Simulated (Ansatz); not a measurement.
# GaH4NO: the cost of one run

All numbers below are computed with Ansatz 0.2.0 (RKS PBE0/def2-SVP).

### Step 1. The starting structure

Bond lengths: Ga1–H2 1.570 Å, Ga1–O3 1.790 Å, O3–H4 1.010 Å, Ga1–N5 1.930 Å, N5–H6 1.060 Å, N5–H7 1.060 Å. Angles: H2–Ga1–O3 120.0°, H2–Ga1–N5 120.0°, O3–Ga1–N5 120.0°, Ga1–O3–H4 109.5°, Ga1–N5–H6 120.0°, Ga1–N5–H7 120.0°, H6–N5–H7 120.0°.

As a file:

```xyz
7

Ga    0.0000    0.0000    0.0000
H     0.0000    0.0000    1.5700
O     1.5501    0.0000   -0.8950
H     1.8500   -0.9519   -1.0499
N    -1.6714    0.0000   -0.9650
H    -2.3403   -0.8164   -0.8664
H    -1.9204    0.8164   -1.5936
```

### Step 2. Relaxing the start

input.yaml reads:

```yaml
crystal:
  periodic: [false, false, false]
  atoms:
    - { symbol: Ga, position_ang: [0.0, 0.0, 0.0] }
    - { symbol: H, position_ang: [0.0, 0.0, 1.57] }
    - { symbol: O, position_ang: [1.5501, 0.0, -0.895] }
    - { symbol: H, position_ang: [1.85, -0.9519, -1.0499] }
    - { symbol: "N", position_ang: [-1.6714, 0.0, -0.965] }
    - { symbol: H, position_ang: [-2.3403, -0.8164, -0.8664] }
    - { symbol: H, position_ang: [-1.9204, 0.8164, -1.5936] }
basis:
  gaussian: { orbitals: def2-SVP }
hamiltonian:
  xc: pbe0
relax:
  f_tol: 0.02
  max_steps: 40
```

Launch:

```bash
$ ansatz run input.yaml --threads 1 --pin off --max-ram 2048MiB --backend cpu --events-out ev --progress --plain --runs-dir out
```

What time and memory should one allow on 1 thread of Arm Neoverse V1, shared host?

About 38 s, with a peak of 0.16 GiB.
